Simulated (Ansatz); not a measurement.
# Li: other elements on the same sites

The task here is to estimate one member of a computed series from the others.

Method: DFT r2SCAN, scalar-relativistic, plane waves, PAW, in Ansatz 0.2.0.

1 further run of the same task is left out (set aside as unsound or not needed). Runs told in other sessions of the task aren't counted.

## The structure to begin with

The structure is hexagonal, space group P6_3/mmc (No. 194). Conventional cell: a = 3.087 Å, b = 3.087 Å, c = 5.080 Å, α = 90.00°, β = 90.00°, γ = 120.00°. Li (site symmetry -6m2) has 12 Li at 3.09 to 3.10 Å in its first shell of neighbours.

Coordinates:

```xyz
2
Lattice="3.0872 0.0000 0.0000 -1.5436 2.6736 0.0000 0.0000 0.0000 5.0804" Properties=species:S:1:pos:R:3 pbc="T T T"
Li    0.0000    1.7824    1.2701
Li    1.5436    0.8912    3.8103
```

This cell was relaxed beforehand with the same method: volume 20.97 Å³/atom, gap on the mesh none (metal).

The first run:

The input, input.yaml:

```yaml
crystal:
  lattice:
    - [3.6866537766, 0.0, 0.0]
    - [-1.8433268883, 3.1927358255, 0.0]
    - [0.0, 0.0, 6.0670235788]
  atoms:
    - { symbol: Na, position: [0.3333333333, 0.6666666667, 0.25] }
    - { symbol: Na, position: [0.6666666667, 0.3333333333, 0.75] }
basis:
  ecutwfc: 500
kpoints:
  mp_grid: { grid: [6, 6, 4] }
hamiltonian:
  xc: r2scan
scf:
  occupations: { method: gaussian, width: 0.1 }
output:
  forces: true
  stress: true
  eigenvalues: true
```

Launch:

```bash
ansatz run input.yaml --threads 1 --pin off --max-ram 2560MiB --backend cpu --events-out ev --progress --plain --runs-dir out
```

Steps of the session up to this table: Quick check of gap, pressure and forces (Na); Relaxing cell and atoms (Na); Probe: one point at the start (K); Relaxing cell and atoms (K); Second relaxation (K).

One of the session's tables, all rows but one given; the rest of the session is left out.

Lengths are those of the vectors of the cell that was run:

| swap | volume (Å³/atom) | a (Å) | b (Å) | c (Å) |
| --- | --- | --- | --- | --- |
| none | 20.97 | 3.087 | 3.087 | 5.080 |
| Li → Cu | 11.45 | 2.531 | 2.531 | 4.130 |
| Li → Cs | ? | ? | ? | ? |
| Li → Na | 37.59 | 3.765 | 3.765 | 6.123 |
| Li → K | 76.50 | 4.760 | 4.760 | 7.796 |

Q: Estimate the row for Li → Cs from the others.

As computed: volume (Å³/atom): 124.04; a (Å): 5.599; b (Å): 5.599; c (Å): 9.139. In the column «volume (Å³/atom)» it is the highest.

Lengths are those of the computed cell. Rows of earlier swaps come from the sessions before.
